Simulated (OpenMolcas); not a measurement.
# A workflow on C2H7NSi (SMILES C=C[SiH2]N)

We compute the energy (HF/ANO-R0), then a single-point energy (CASSCF(2,2)/ANO-R1), then the energy along one coordinate (CASPT2(2,2)/ANO-R1), then an energy scan (SC-NEVPT2(2,2)/ANO-R1), then the energy along one coordinate (MC-PDFT[tPBE](2,2)/ANO-R1) of C2H7NSi. 

Program for the calculation: OpenMolcas 26.06.

### Step 1. The system as given

The species is C2H7NSi (11 atoms), meant as a singlet with charge 0. SMILES: `C=C[SiH2]N`. The coordinates come from a PBE0-D4/def2-TZVP relaxation. This is one conformer, not always the lowest.

Bond lengths: C1–C2 1.330 Å, C2–Si3 1.865 Å, Si3–N4 1.715 Å, C1–H5 1.087 Å, C1–H6 1.087 Å, C2–H7 1.091 Å, Si3–H8 1.488 Å, Si3–H9 1.488 Å, N4–H10 1.006 Å, N4–H11 1.006 Å. Some angles: C1–C2–Si3 123.1°, C2–Si3–N4 114.9°, C1–C2–H7 118.1°, Si3–C2–H7 118.8°, C2–C1–H5 122.6°, C2–C1–H6 121.2°, C2–Si3–H8 108.4°, C2–Si3–H9 108.4°, N4–Si3–H8 107.9°, N4–Si3–H9 108.0°.

### Step 2. The energy at HF/ANO-R0 (sfX2C) (run 1)

Contents of struct.xyz:

```xyz
11

C     -0.676100     1.337000    -0.945000
C      0.089300     1.208600     0.135100
Si     0.596500    -0.444500     0.832600
N      0.002900    -1.803700    -0.028600
H     -0.967100     2.304600    -1.344700
H     -1.046800     0.465600    -1.479100
H      0.433000     2.116700     0.631600
H      0.099500    -0.536600     2.232600
H      2.083200    -0.516700     0.836000
H      0.404900    -2.086000    -0.906300
H     -0.953800    -2.102100     0.056300
```

Contents of step1.inp:

```
* C2H7NSi Hartree-Fock

&GATEWAY
  Coord = struct.xyz
  Basis = ANO-R0
  Group = NoSym

&SEWARD

&SCF
  PrOrbitals = 0

&LOCALISATION
  Occupied
  Freeze
  Pipek-Mezey

&LOCALISATION
  FileOrb = $Project.LocOrb
  Virtual
  Pipek-Mezey
```

Run with:

```sh
$ export MOLCAS_MEM=1860
$ pymolcas step1.inp > step1.log
```

Output:

```text
--- Start Module: gateway ---
[...]
--- Stop Module: gateway /rc=_RC_ALL_IS_WELL_ ---
[...]
      Basis functions           31
[...]
       Convergence after  12 Iterations
[...]
::    Total SCF energy                               -423.0690550215
[...]
      Total spin, S                                     0.0000000000
[...]
      Total electronic charge=   40.000000
      Total            charge=   -0.000000
[...]
      Dipole Moment (debye):
      Origin of the operator (angstrom)=    0.1334   -0.1027    0.1807
                   X= -1.3388E+00               Y= -1.8620E-01               Z= -1.8976E+00           Total=  2.3298E+00
      Quadrupole Moment (debye*angstrom):
[...]
--- Start Module: localisation ---
[...]
--- Stop Module: localisation /rc=_RC_ALL_IS_WELL_ ---
--- Start Module: localisation ---
[...]
--- Stop Module: localisation /rc=_RC_ALL_IS_WELL_ ---
[...]
```

It took 6.3 s on 1 thread of AMD EPYC 7R43 (Zen 3), shared host; peak memory 0.38 GiB.

### Step 3. The energy at CASSCF(2,2)/ANO-R1 (sfX2C, RICD fitting) (run 2)

struct.xyz is that of step 2.

Contents of step2.inp:

```
* C2H7NSi CASSCF

&GATEWAY
  Coord=struct.xyz
  Basis=ANO-R0
  Group=NoSym

&SEWARD

&RASSCF
  FileOrb=$CurrDir/step1.LocOrb
  Alter=2
  1 13 20
  1 21 23
  Spin=1
  Nactel=2 0 0
  Inactive=19
  Ras2=2
  OrbListing=Nothing
>>> COPY $Project.RunFile RUNFIL1
>>> COPY $Project.RasOrb INPORB

&GATEWAY
  Coord=struct.xyz
  Basis=ANO-R1
  Group=NoSym
  RICD

&SEWARD
>>> COPY $Project.RunFile RUNFIL2

&EXPBAS

&RASSCF
  FileOrb=$Project.ExpOrb
  Spin=1
  Nactel=2 0 0
  Inactive=19
  Ras2=2
  OrbListing=Nothing
```

Run with:

```sh
$ export MOLCAS_MEM=1860
$ pymolcas step2.inp > step2.log
```

Output:

```text
--- Start Module: gateway ---
[...]
      Basis functions           31
[...]
      Number of active orbitals                  2
[...]
      Spin quantum number                      0.0
[...]
      Active orbitals                            2
[...]
      Number of CSFs                             3
[...]
      Number of root(s) required                 1
[...]
      Convergence after 14 iterations
[...]
      printout of CI-coefficients larger than  0.05 for root  1
      energy=    -423.082301
      conf/sym  11     Coeff  Weight
             1  20   0.99534 0.99071
             3  02  -0.09639 0.00929
      Natural orbitals and occupation numbers for root  1
      sym 1:   1.981416   0.018584
      ************************************************************************************************************************
      *                                                    Final results                                                     *
[...]
::    RASSCF root number  1 Total energy:   -423.08230114
[...]
      Basis functions           95
[...]
      Convergence after 18 iterations
[...]
      Natural orbitals and occupation numbers for root  1
      sym 1:   1.983726   0.016274
      ************************************************************************************************************************
      *                                                    Final results                                                     *
[...]
::    RASSCF root number  1 Total energy:   -423.92883200
[...]
      Total electronic charge=   40.000000
      Total            charge=   -0.000000
[...]
      Dipole Moment (debye):
      Origin of the operator (angstrom)=    0.1334   -0.1027    0.1807
                   X= -8.9382E-01               Y=  2.6846E-02               Z= -1.1908E+00           Total=  1.4891E+00
      Quadrupole Moment (debye*angstrom):
[...]
```

Run time: 20 s. Hardware: 1 thread of AMD EPYC 7R43 (Zen 3), shared host; peak memory 0.38 GiB.

### Step 4. An energy scan at CASPT2(2,2)/ANO-R1 (sfX2C, RICD fitting, ipea shift 0.25 Eh, pt2 variant SS) (run 3)

Contents of step3.inp:

```
>>> COPY $CurrDir/step2.RasOrb $Project.RasOrb
>>> ForEach K in (1, 2, 3, 4, 5, 6, 7, 8, 9)
&GATEWAY
COORD = $CurrDir/point$K.xyz
BASIS = ANO-R1
GROUP = NoSym
RICD
&SEWARD
&RASSCF
FILEORB = $Project.RasOrb
SPIN = 1
NACTEL = 2 0 0
INACTIVE = 19
RAS2 = 2
ORBLISTING = Nothing
&CASPT2
IMAGINARY = 0.2
FROZEN = 8
>>> EndDo
```

Run with:

```sh
$ export MOLCAS_MEM=1860
$ pymolcas step3.inp > step3.log
```

Output:

```text
[...]
      Basis functions           95
[...]
      Number of active orbitals                  2
[...]
      Spin quantum number                      0.0
[...]
      Active orbitals                            2
[...]
      Number of CSFs                             3
[...]
      Number of root(s) required                 1
[...]
      Convergence after 12 iterations
[...]
      printout of CI-coefficients larger than  0.05 for root  1
      energy=    -423.916322
      conf/sym  11     Coeff  Weight
             1  20   0.99721 0.99444
             3  02  -0.07459 0.00556
      Natural orbitals and occupation numbers for root  1
      sym 1:   1.988871   0.011129
      ************************************************************************************************************************
      *                                                    Final results                                                     *
[...]
::    RASSCF root number  1 Total energy:   -423.91632242
[...]
::    CASPT2 Root  1     Total energy:   -424.45059112
[...]
      Convergence after 11 iterations
[...]
      Natural orbitals and occupation numbers for root  1
      sym 1:   1.983709   0.016291
      ************************************************************************************************************************
      *                                                    Final results                                                     *
[...]
      Convergence after 16 iterations
[...]
      Convergence after 18 iterations
[...]
      Convergence after 17 iterations
[...]
::    RASSCF root number  1 Total energy:   -423.76098093
[...]
::    CASPT2 Root  1     Total energy:   -424.27650301
[...]
      Convergence after 13 iterations
[...]
::    RASSCF root number  1 Total energy:   -423.76052649
[...]
      Reference weight:           0.84142
[...]
::    CASPT2 Root  1     Total energy:   -424.27374024
[...]
```

It took 2.2 min on 1 thread of AMD EPYC 7R43 (Zen 3), shared host; peak memory 0.086 GiB.

The scan, from its lowest point:

| H10–N4 (Å) | energy (kJ/mol) |
| --- | --- |
| 0.905 | 32.5 |
| 1.006 | 0.0 |
| 1.106 | 16.8 |
| 1.257 | 84.9 |
| 1.458 | 198.5 |
| 1.710 | 326.7 |
| 2.012 | 432.4 |
| 2.414 | 489.5 |
| 3.017 | 496.8 |

### Step 5. An energy scan at SC-NEVPT2(2,2)/ANO-R1 (sfX2C, RICD fitting, pt2 variant SC-NEVPT2) (run 4)

Contents of step4.input:

```
* C2H7NSi NEVPT2
>>> COPY $CurrDir/step2.RasOrb $Project.RasOrb
>>> ForEach K in (1, 2, 3, 4, 5, 6, 7, 8, 9)
&gateway
coord
$CurrDir/point$K.xyz
basis
ANO-R1
group
NoSym
ricd
&seward
&rasscf
fileorb
$Project.RasOrb
spin
1
nactel
2 0 0
inactive
19
ras2
2
orblisting
Nothing
&caspt2
sc-nevpt2
frozen
8
>>> EndDo
```

Run with:

```sh
$ export MOLCAS_MEM=1860
$ pymolcas step4.input > step4.log
```

Output:

```text
--- Start Module: gateway ---
[...]
      Basis functions           95
[...]
      Number of active orbitals                  2
[...]
      Spin quantum number                      0.0
[...]
      Active orbitals                            2
[...]
      Number of CSFs                             3
[...]
      Number of root(s) required                 1
[...]
      Convergence after 12 iterations
[...]
      printout of CI-coefficients larger than  0.05 for root  1
      energy=    -423.916322
      conf/sym  11     Coeff  Weight
             1  20   0.99721 0.99444
             3  02  -0.07459 0.00556
      Natural orbitals and occupation numbers for root  1
      sym 1:   1.988871   0.011129
      ************************************************************************************************************************
      *                                                    Final results                                                     *
[...]
::    RASSCF root number  1 Total energy:   -423.91632242
[...]
::    SC-NEVPT2 Root  1     Total energy:   -424.44829731
[...]
      Convergence after 11 iterations
[...]
      Natural orbitals and occupation numbers for root  1
      sym 1:   1.983709   0.016291
      ************************************************************************************************************************
      *                                                    Final results                                                     *
[...]
      Convergence after 16 iterations
[...]
      Convergence after 18 iterations
[...]
      Convergence after 17 iterations
[...]
::    RASSCF root number  1 Total energy:   -423.76098093
[...]
::    SC-NEVPT2 Root  1     Total energy:   -424.27324688
[...]
      Convergence after 13 iterations
[...]
::    RASSCF root number  1 Total energy:   -423.76052649
[...]
::    SC-NEVPT2 Root  1     Total energy:   -424.27078768
[...]
```

It took 2 min on 1 thread of AMD EPYC 7R43 (Zen 3), shared host; peak memory 0.086 GiB.

The scan, from its lowest point:

```
H10–N4 (Å)  energy (kJ/mol)
     0.905             34.2
     1.006              0.0
     1.106             15.3
     1.257             82.0
     1.458            195.4
     1.710            326.2
     2.012            435.6
     2.414            493.8
     3.017            500.3
```

### Step 6. An energy scan at MC-PDFT[tPBE](2,2)/ANO-R1 (sfX2C, RICD fitting) (run 5)

Contents of step5.inp:

```
* C2H7NSi MC-PDFT
>>> COPY $CurrDir/step2.RasOrb $Project.RasOrb
>>> ForEach K in (1, 2, 3, 4, 5, 6, 7, 8, 9)
&gateway
coord=$CurrDir/point$K.xyz
basis=ANO-R1
group=NoSym
ricd
&seward
&rasscf
fileorb=$Project.RasOrb
spin=1
nactel=2 0 0
inactive=19
ras2=2
orblisting=Nothing
&mcpdft
ksdft=T:PBE
>>> EndDo
```

Run with:

```sh
$ export MOLCAS_MEM=1860
$ pymolcas step5.inp > step5.log
```

Output:

```text
--- Start Module: gateway ---
[...]
      Basis functions           95
[...]
      Number of active orbitals                  2
[...]
      Spin quantum number                      0.0
[...]
      Active orbitals                            2
[...]
      Number of CSFs                             3
[...]
      Number of root(s) required                 1
[...]
      Convergence after 12 iterations
[...]
      printout of CI-coefficients larger than  0.05 for root  1
      energy=    -423.916322
      conf/sym  11     Coeff  Weight
             1  20   0.99721 0.99444
             3  02  -0.07459 0.00556
      Natural orbitals and occupation numbers for root  1
      sym 1:   1.988871   0.011129
      ************************************************************************************************************************
      *                                                    Final results                                                     *
[...]
::    RASSCF root number  1 Total energy:   -423.91632242
[...]
::    MCPDFT root number  1 Total energy:   -425.00827977
[...]
      Convergence after 11 iterations
[...]
      Natural orbitals and occupation numbers for root  1
      sym 1:   1.983709   0.016291
      ************************************************************************************************************************
      *                                                    Final results                                                     *
[...]
      Convergence after 16 iterations
[...]
      Convergence after 18 iterations
[...]
      Convergence after 17 iterations
[...]
::    RASSCF root number  1 Total energy:   -423.76098093
[...]
::    MCPDFT root number  1 Total energy:   -424.82665946
[...]
      Convergence after 13 iterations
[...]
::    RASSCF root number  1 Total energy:   -423.76052649
[...]
::    MCPDFT root number  1 Total energy:   -424.82356278
[...]
```

Run time: 2.6 min. Hardware: 1 thread of AMD EPYC 7R43 (Zen 3), shared host; peak memory 0.085 GiB.

The scan, from its lowest point:

| H10–N4 (Å) | energy (kJ/mol) |
| --- | --- |
| 0.905 | 33.5 |
| 1.006 | 0.0 |
| 1.106 | 15.2 |
| 1.257 | 81.3 |
| 1.458 | 193.9 |
| 1.710 | 326.2 |
| 2.012 | 442.2 |
| 2.414 | 510.4 |
| 3.017 | 518.5 |

### Step 7. Outcome

| quantity | value |
| --- | --- |
| run 1, HF/ANO-R0: total energy | -423.06906 Eh |
| run 1, HF/ANO-R0: dipole moment | 2.33 D |
| run 1, HF/ANO-R0: HOMO energy | -11.54 eV |
| run 1, HF/ANO-R0: LUMO energy | 3.45 eV |
| run 1, HF/ANO-R0: HOMO–LUMO gap | 14.98 eV |
| run 2, CASSCF(2,2)/ANO-R1: total energy | -423.92883 Eh |
| run 2, CASSCF(2,2)/ANO-R1: dipole moment (CASSCF density) | 1.49 D |
| run 3, CASPT2(2,2)/ANO-R1: lowest energy of the scan | -424.46296 Eh |
| run 4, SC-NEVPT2(2,2)/ANO-R1: lowest energy of the scan | -424.46133 Eh |
| run 5, MC-PDFT[tPBE](2,2)/ANO-R1: lowest energy of the scan | -425.02105 Eh |

In words: Mulliken charges (run 1, HF/ANO-R0) run from -0.75 on N4 to +0.62 on Si3. Mulliken charges (run 2, CASSCF(2,2)/ANO-R1) run from -0.52 on N4 to +0.21 on Si3; they depend strongly on the basis.
